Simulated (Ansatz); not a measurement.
# In2As2F: the cost of one run

Computed with Ansatz 0.2.0 (DFT PBE+D3(BJ), scalar-relativistic, plane waves, PAW, unless a step's input says otherwise).

The COD entry's cell or inner coordinates are ideal or old and differ from later refinements, so a difference from it is no clean test against experiment.

7 further runs of the same task are left out: 7 set aside as unsound or not needed.

### 1 Starting point

It takes space group P3m1 (No. 156, trigonal). The conventional cell has a = 4.322 Å, b = 4.322 Å, c = 21.839 Å, α = 90.00°, β = 90.00°, γ = 120.00°. Around As (site symmetry 3m) lie 3 In at 2.65 Å. In (site symmetry 3m) is surrounded by 4 As at 2.65 to 2.85 Å. As (site symmetry 3m) has 4 In at 2.59 to 2.85 Å as nearest neighbours. In (site symmetry 3m) has 3 As at 2.59 Å and 1 F at 3.40 Å as nearest neighbours. Around F (site symmetry 3m) lie 1 In at 3.40 Å.

Coordinates:

```cif
data_structure
_symmetry_space_group_name_H-M 'P3m1'
_symmetry_Int_Tables_number 156
_cell_length_a 4.3221
_cell_length_b 4.3221
_cell_length_c 21.8387
_cell_angle_alpha 90.000
_cell_angle_beta 90.000
_cell_angle_gamma 120.000
_cell_volume 353.30
loop_
_atom_site_label
_atom_site_type_symbol
_atom_site_symmetry_multiplicity
_atom_site_Wyckoff_symbol
_atom_site_fract_x
_atom_site_fract_y
_atom_site_fract_z
_atom_site_occupancy
As1 As 1 a 0.00000 0.00000 0.18316 1
In1 In 1 b 0.33333 0.66667 0.22356 1
As2 As 1 b 0.33333 0.66667 0.35408 1
In2 In 1 c 0.66667 0.33333 0.38641 1
F1 F 1 c 0.66667 0.33333 0.54210 1
```

This is the geometry of the first run shown, built on a cell relaxed beforehand with the same method.

### 2 The scan

Atoms count from 1 in the order of the input.

F is moved over the surface cell at a fixed height above a rigid substrate; the origin of the map has the adsorbate above In4; the height is held at 3.40 Å.

The axes are (1) position of F5 along the first surface vector, from above In4: 9 values from 0.000 to 0.889, periodic; (2) position of F5 along the second surface vector, from above In4: 9 values from 0.000 to 0.889, periodic.

Nothing else is relaxed. Points are written as (first, second).

The two vectors of the plane (Å): (4.322, 0.000, 0.000); (-2.161, 3.743, 0.000).

### 3 Point (0/9, 0/9) of the map's two axes

The cell repeats along c, and a dipole correction in the vacuum removes the field between the copies.

The input, input.yaml:

```yaml
crystal:
  lattice:
    - [4.3220706682, 0.0, 0.0]
    - [-2.1610353341, 3.7430229956, 0.0]
    - [0.0, 0.0, 21.8386926822]
  atoms:
    - { symbol: As, position: [0.0, 0.0, 0.183161147] }
    - { symbol: In, position: [0.3333333333, 0.6666666667, 0.2235591229] }
    - { symbol: As, position: [0.3333333333, 0.6666666667, 0.3540823938] }
    - { symbol: In, position: [0.6666666667, 0.3333333333, 0.3864101577] }
    - { symbol: F, position: [0.6666666667, 0.3333333333, 0.5420971326] }
basis:
  ecutwfc: 420
kpoints:
  mp_grid: { grid: [6, 6, 1] }
hamiltonian:
  xc: pbe
  pseudopotentials: { kind: paw, azcp: { folder: soft_1 } }
  dispersion: d3bj
scf:
  occupations: { method: gaussian, width: 0.1 }
output:
  forces: true
  eigenvalues: true
efield:
  axis: 3
  dipole_correction: true
  ramp_width: 0.04
```

Launch:

```
> ansatz run input.yaml --threads 1 --pin off --max-ram 3072MiB --backend cpu --events-out ev --progress --plain --runs-dir out
```

**Question.** How long does this run take on 1 thread of Intel Xeon Platinum 8488C (Sapphire Rapids), shared host, and how much memory does it need?

About 9.8 s, with a peak of 0.54 GiB.
